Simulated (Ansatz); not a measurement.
# CH₇BOSSi: how energies converge with the basis set

An exercise on one series of results from a longer session: the logs are not shown, and one member is left open.

Computed with Ansatz 0.2.0, Gaussian basis. Level: one geometry, several basis sets.

Plan: PBE0-D4/def2-SVP; ωB97M-V/def2-SVP; PBE0-D4/def2-QZVPP; ωB97M-V/def2-QZVPP; the functionals' def2-TZVPP values are taken from earlier runs.

### The relaxed structure

The geometry comes from an earlier relaxation with PBE0-D4 in a triple-zeta def2 set; it is a stationary point, not always the lowest conformer.

SMILES `CSBO[SiH3]`, 12 atoms, charge 0, spin multiplicity 1.

Atoms are counted from 1 here; the program's logs count them from 0.

Bond lengths: C1–S2 1.808 Å, C1–H6 1.089 Å, C1–H7 1.089 Å, C1–H8 1.089 Å, S2–B3 1.799 Å, B3–O4 1.352 Å, B3–H9 1.199 Å, O4–Si5 1.654 Å, Si5–H10 1.484 Å, Si5–H11 1.481 Å, Si5–H12 1.484 Å. Angles: S2–C1–H6 109.8°, S2–C1–H7 109.3°, S2–C1–H8 109.2°, H6–C1–H7 109.6°, H6–C1–H8 109.6°, H7–C1–H8 109.3°, C1–S2–B3 102.8°, S2–B3–O4 121.0°, S2–B3–H9 119.3°, O4–B3–H9 119.6°, B3–O4–Si5 135.1°, O4–Si5–H10 110.0°, O4–Si5–H11 106.8°, O4–Si5–H12 109.9°, H10–Si5–H11 110.2°, H10–Si5–H12 109.8°, H11–Si5–H12 110.2°.

Geometry (Å):

```mol
CH7BOSSi
  3D, bonds by distance, orders not assigned

 12 11  0  0  0  0  0  0  0  0999 V2000
   -2.1474    0.4228    1.3885 C   0  0
   -0.4800    0.7060    0.7490 S   0  0
   -0.2368   -0.6896   -0.3599 B   0  0
    0.9181   -0.8416   -1.0456 O   0  0
    2.3339    0.0064   -1.1589 Si  0  0
   -2.5692   -0.4726    0.9344 H   0  0
   -2.1022    0.2982    2.4695 H   0  0
   -2.7727    1.2823    1.1506 H   0  0
   -1.1143   -1.4957   -0.4907 H   0  0
    2.9628    0.1253    0.1804 H   0  0
    3.2155   -0.7553   -2.0725 H   0  0
    2.0694    1.3586   -1.7108 H   0  0
  1  2  8  0
  2  3  8  0
  3  4  8  0
  4  5  8  0
  1  6  8  0
  1  7  8  0
  1  8  8  0
  3  9  8  0
  5 10  8  0
  5 11  8  0
  5 12  8  0
M  END
```

Set-up of the first run:

in.yaml reads:

```yaml
crystal:
  periodic: [false, false, false]
  atoms:
    - {symbol: C, position_ang: [-2.147360, 0.422837, 1.388459]}
    - {symbol: S, position_ang: [-0.479993, 0.705990, 0.748957]}
    - {symbol: B, position_ang: [-0.236836, -0.689581, -0.359932]}
    - {symbol: O, position_ang: [0.918091, -0.841563, -1.045650]}
    - {symbol: Si, position_ang: [2.333851, 0.006358, -1.158906]}
    - {symbol: H, position_ang: [-2.569190, -0.472627, 0.934429]}
    - {symbol: H, position_ang: [-2.102199, 0.298162, 2.469514]}
    - {symbol: H, position_ang: [-2.772719, 1.282294, 1.150554]}
    - {symbol: H, position_ang: [-1.114349, -1.495716, -0.490656]}
    - {symbol: H, position_ang: [2.962841, 0.125287, 0.180422]}
    - {symbol: H, position_ang: [3.215508, -0.755288, -2.072471]}
    - {symbol: H, position_ang: [2.069357, 1.358647, -1.710817]}
basis:
  gaussian: {orbitals: def2-SVP}
hamiltonian: {xc: pbe0, dispersion: d4}
output: {orbitals: {seedname: orbitals}}
```

The run is started by

```
$ ansatz run in.yaml --threads 4 --pin off --events-out ev --progress --plain --max-ram 10444MiB
```

Among the steps run: PBE0-D4 in def2-SVP; ωB97M-V in def2-SVP; PBE0-D4 in def2-QZVPP; ωB97M-V in def2-QZVPP.

One of the session's tables, all rows but one given; the rest of the session is left out.

It belongs to the step «Functionals by basis». 

```
functional       basis  HOMO (eV)  LUMO (eV)
   PBE0-D4    def2-SVP          ?          ?
   PBE0-D4  def2-TZVPP      -7.35      -0.20
   PBE0-D4  def2-QZVPP      -7.37      -0.27
   ωB97M-V    def2-SVP      -9.42       2.09
   ωB97M-V  def2-TZVPP      -9.53       1.71
   ωB97M-V  def2-QZVPP      -9.55       1.38
```

**Question.** Estimate the row for PBE0-D4, def2-SVP.

As computed: HOMO (eV): -7.28; LUMO (eV): 0.03. In the column «HOMO (eV)» it is the highest.
